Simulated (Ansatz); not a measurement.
# CHBGe: the cost of one run

Program: Ansatz 0.2.0, Gaussian basis. Level of theory: cc-pVTZ, core rule «outside noble gas», up to 16 orbitals frozen. These are calculated values, not measurements.

The runs, in order: UHF; CCSD(T) on RHF; CCSD(T) on UHF; BCCD(T) on RHF; CCSDT(Q) on RHF.

3 further runs of the same task are left out: 3 set aside as unsound or not needed.

## Step 1: What is computed

The geometry is a PBE0/def2-TZVP stationary point (not a proven minimum). No spin-orbit coupling is included. The filled d shell of Ge may be among the frozen orbitals whatever the setting's name suggests; the logs give the count.

4 atoms, charge 0, spin multiplicity 1.

Atoms are counted from 1 here; the program's logs count them from 0.

Bond lengths: B1–Ge2 1.925 Å, B1–C3 1.361 Å, Ge2–C3 2.107 Å, C3–H4 1.076 Å. Angles: Ge2–B1–C3 77.7°, B1–Ge2–C3 39.1°, B1–C3–Ge2 63.2°, B1–C3–H4 171.1°, Ge2–C3–H4 125.7°.

Geometry (Å):

```
B     0.0000   -0.9221   -1.1855
Ge    0.0000    0.0575    0.4720
C     0.0000    0.3710   -1.6114
H     0.0000    1.3288   -2.1019
```

## Step 2: UHF

in.yaml

```yaml
crystal:
  periodic: [false, false, false]
  atoms:
    - {symbol: B, position_ang: [0.000000, -0.922053, -1.185524]}
    - {symbol: Ge, position_ang: [0.000000, 0.057455, 0.472045]}
    - {symbol: C, position_ang: [0.000000, 0.370957, -1.611405]}
    - {symbol: H, position_ang: [0.000000, 1.328811, -2.101887]}
basis:
  gaussian: {orbitals: cc-pVTZ}
magnetization: {spin_polarized: true, initial_magnetization: 0}
hamiltonian: {xc: hf}
output: {orbitals: {seedname: orbitals}}
```

Command:

```sh
$ ansatz run in.yaml --threads 1 --pin off --events-out ev --progress --plain --max-ram 4096MiB --backend cpu
```

What time and memory should one allow on 1 thread of AMD EPYC 7R13, shared host?

About 13 s, with a peak of 0.38 GiB.
